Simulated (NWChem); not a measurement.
# SnH2BrCl (SMILES [Cl][SnH2][Br]): levels of theory compared

We compute a comparison of 3 runs (HF/def2-SVP, wB97X/STO-3G, PBE0/def2-SVP) of SnH2BrCl. 

The calculation is run with NWChem 7.3.0.

## (1) Starting point

SnH2BrCl has 5 atoms, charge 0, and is taken as a singlet. SMILES: `[Cl][SnH2][Br]`. Geometry: relaxed at PBE0-D4/def2-TZVP.

Bond lengths: Cl1–Sn2 2.319 Å, Sn2–Br3 2.465 Å, Sn2–H4 1.696 Å, Sn2–H5 1.696 Å. Angles: Cl1–Sn2–Br3 107.0°, Cl1–Sn2–H4 107.4°, Cl1–Sn2–H5 107.4°, Br3–Sn2–H4 108.3°, Br3–Sn2–H5 108.3°, H4–Sn2–H5 117.9°.

## (2) Energy and forces at HF/def2-SVP (core potential) (run 1)

brclh2sn.nw reads:

```
start brclh2sn
title "BrClH2Sn"
memory 2200 mb
geometry noautosym nocenter noautoz
 Cl   -2.002900    0.518300   -0.750000
 Sn    0.075000    0.078400    0.180100
 Br    1.214000   -1.511400   -1.319800
 H    -0.186800   -0.690000    1.669300
 H     0.950600    1.531000    0.178900
end
basis spherical bse
 Cl library def2-SVP
 Sn library def2-SVP
 Br library def2-SVP
 H library def2-SVP
end
ecp bse
 Sn library def2-SVP
end
scf
 thresh 1e-08
 maxiter 80
end
task scf gradient
```

Run with:

```
$ nwchem brclh2sn.nw > brclh2sn.out
```

Log:

```text
[...]
  functions       =    86
[...]
  wavefunction    = RHF
[...]
         Total SCF energy =  -3246.047046186664
      One-electron energy =  -5319.128929912183
      Two-electron energy =   1710.215150093539
 Nuclear repulsion energy =    362.866733631979
        Time for solution =     22.9s
[...]
                         RHF ENERGY GRADIENTS
    atom               coordinates                        gradient
                 x          y          z           x          y          z
   1 Cl     -3.784932   0.979445  -1.417294    0.008682  -0.002040   0.003587
   2 Sn      0.141729   0.148155   0.340340   -0.004282  -0.003039  -0.007794
   3 Br      2.294127  -2.856132  -2.494060   -0.003919   0.004915   0.004334
   4 H      -0.353001  -1.303911   3.154520   -0.000737  -0.000886   0.000585
   5 H       1.796374   2.893170   0.338072    0.000256   0.001050  -0.000712
[...]
```

Wall time 34 s (1 thread of AMD EPYC 7B13 (Zen 3), shared host); peak memory 0.1 GiB.

## (3) Energy and gradient at wB97X/STO-3G (run 2)

brclh2sn.xyz reads:

```xyz
5
BrClH2Sn
Cl    -2.002900     0.518300    -0.750000
Sn     0.075000     0.078400     0.180100
Br     1.214000    -1.511400    -1.319800
H     -0.186800    -0.690000     1.669300
H      0.950600     1.531000     0.178900
```

brclh2sn.nw reads:

```
start brclh2sn
title "BrClH2Sn"
memory 2200 mb

geometry noautosym nocenter noautoz
  load format xyz brclh2sn.xyz
end

basis spherical bse
  * library STO-3G
end

dft
  xc wb97x
  grid xfine
  convergence energy 1e-08
  maxiter 100
  mulliken
end

task dft gradient
```

Run with:

```
$ nwchem brclh2sn.nw > brclh2sn.out
```

Log:

```text
[...]
          Wavefunction type:  closed shell.
          No. of atoms     :     5
          No. of electrons :   104
[...]
          Charge           :     0
          Spin multiplicity:     1
[...]
          AO basis - number of functions:    56
[...]
              XC Information
              --------------
                       wb97x  Method XC Functional
                     Hartree-Fock (Exact) Exchange  1.000
                         wb97x Exchange Functional  1.000
                      wb97x Correlation Functional  1.000
[...]
 d= 0,ls=0.0,diis     1  -8968.0193644587 -9.67D+03  1.77D-02  2.27D-01     2.8
[...]
 d= 0,ls=0.0,diis     7  -8968.0837982080 -2.18D-09  2.59D-07  1.91D-11    17.6
         Total DFT energy =    -8968.083798207996
      One electron energy =   -13834.808354227654
           Coulomb energy =     4450.141934856041
    Exchange-Corr. energy =     -282.803515060015
 Nuclear repulsion energy =      699.386136223633
[...]
      Total Density - Mulliken Population Analysis
     ---------------------------------------------
    Atom       Charge   Shell Charges
 -----------   ------   -------------------------------------------------------
    1 Cl  17    17.40   2.00  2.00  5.99  1.99  5.42
    2 Sn  50    49.15   2.00  2.00  6.00  2.00  5.99  2.01  5.98  1.15  2.09 10.00  9.94
    3 Br  35    35.22   2.00  2.00  6.00  2.00  5.98  1.97  5.27 10.00
    4 H    1     1.11   1.11
    5 H    1     1.11   1.11
[...]
  wavefunction    = closed shell
[...]
                         DFT ENERGY GRADIENTS
    atom               coordinates                        gradient
                 x          y          z           x          y          z
   1 Cl     -3.784932   0.979445  -1.417294   -0.000876   0.000010  -0.000652
   2 Sn      0.141729   0.148155   0.340340   -0.012943   0.001288  -0.007956
   3 Br      2.294127  -2.856132  -2.494060    0.005840  -0.007840  -0.007227
   4 H      -0.353001  -1.303911   3.154520   -0.003453  -0.011259   0.017667
   5 H       1.796374   2.893170   0.338072    0.011431   0.017801  -0.001832
[...]
```

Wall time 26 s (1 thread of AMD EPYC 7B13 (Zen 3), shared host); peak memory 0.13 GiB.

## (4) Energy and forces at PBE0/def2-SVP (core potential) (run 3)

geom.nw reads:

```
START geom
TITLE "BrClH2Sn"
memory 2200 mb

GEOMETRY units angstrom noautosym nocenter noautoz
  Cl      -2.002900       0.518300      -0.750000
  Sn       0.075000       0.078400       0.180100
  Br       1.214000      -1.511400      -1.319800
  H       -0.186800      -0.690000       1.669300
  H        0.950600       1.531000       0.178900
END

BASIS spherical bse
  * library def2-SVP
END

ECP bse
  Sn library def2-SVP
END

DFT
  xc pbe0
  grid xfine
  convergence energy 1e-08
  maxiter 100
  mulliken
END

TASK dft gradient
```

Run with:

```
$ nwchem geom.nw > geom.out
```

Log:

```text
[...]
          Wavefunction type:  closed shell.
          No. of atoms     :     5
          No. of electrons :    76
[...]
          Charge           :     0
          Spin multiplicity:     1
[...]
          AO basis - number of functions:    86
[...]
              XC Information
              --------------
                         PBE0 Method XC Functional
                     Hartree-Fock (Exact) Exchange  0.250
          PerdewBurkeErnzerhof Exchange Functional  0.750
            Perdew 1991 LDA Correlation Functional  1.000 local
           PerdewBurkeErnz. Correlation Functional  1.000 non-local
[...]
 d= 0,ls=0.0,diis     1  -3248.9637049779 -3.61D+03  1.63D-02  4.01D-01     3.7
[...]
 d= 0,ls=0.0,diis     8  -3249.0236513587  1.31D-10  2.27D-06  3.80D-08    22.1
         Total DFT energy =    -3249.023651358717
      One electron energy =    -5319.240319423389
           Coulomb energy =     1845.358858450834
    Exchange-Corr. energy =     -138.008924018141
 Nuclear repulsion energy =      362.866733631979
[...]
      Total Density - Mulliken Population Analysis
     ---------------------------------------------
    Atom       Charge   Shell Charges
 -----------   ------   -------------------------------------------------------
    1 Cl  17    17.28   2.00  1.99  1.26  0.72  5.93  2.12  3.25  0.01
    2 Sn  22    21.34   0.42  1.60  1.11  0.10  2.76  3.25  1.43  0.44  9.72  0.50
    3 Br  35    35.27   2.00  2.00  1.99  1.44  0.54  6.00  5.98  2.35  2.96  8.20  1.74  0.08
    4 H    1     1.06   0.67  0.37  0.01
    5 H    1     1.06   0.67  0.37  0.01
[...]
  wavefunction    = closed shell
                         DFT ENERGY GRADIENTS
    atom               coordinates                        gradient
                 x          y          z           x          y          z
   1 Cl     -3.784932   0.979445  -1.417294    0.007733  -0.001794   0.003229
   2 Sn      0.141729   0.148155   0.340340   -0.003715  -0.000997  -0.004319
   3 Br      2.294127  -2.856132  -2.494060   -0.002857   0.003562   0.003128
   4 H      -0.353001  -1.303911   3.154520    0.000122   0.000986  -0.001941
   5 H       1.796374   2.893170   0.338072   -0.001282  -0.001758  -0.000098
[...]
```

It took 33 s on 1 thread of AMD EPYC 7B13 (Zen 3), shared host; peak memory 0.14 GiB.

## (5) Overview of the runs

```tsv
run	level	core potential	iteration cap	energy (Eh)	dipole moment (D)	HOMO energy (eV)	LUMO energy (eV)	wall time
1	HF/def2-SVP (core potential)	def2-SVP	80	-3246.047046	2.80	-11.42	2.27	34 s
2	wB97X/STO-3G	–	100	-8968.083798	3.30	-8.00	5.30	26 s
3	PBE0/def2-SVP (core potential)	def2-SVP	100	-3249.023651	2.49	-8.42	-1.36	33 s
```

## (6) What came out

| quantity | value |
| --- | --- |
| run 3: total energy | -3249.02365 Eh |
| run 3: dipole moment | 2.49 D |
| run 3: HOMO energy | -8.42 eV |
| run 3: LUMO energy | -1.36 eV |
| run 3: HOMO–LUMO gap | 7.06 eV |
| run 3: largest force on an atom | 0.441 eV/Å |

The dipole moment (its size) runs from 2.49 D (PBE0/def2-SVP) to 3.30 D (wB97X/STO-3G). The two ends differ in method and basis and core potential. The HOMO–LUMO gap runs from 7.06 eV (PBE0/def2-SVP) to 13.68 eV (HF/def2-SVP). Exact exchange widens orbital gaps. Totals of different functionals can't be ranked against each other. Some runs of one species differ in core potentials or relativity; totals across that change don't compare. In run 2 the basis is minimal, so the values are rough. In run 2 relativity is left out where basis or elements ask for it. All runs together took 92 s, the longest 34 s.
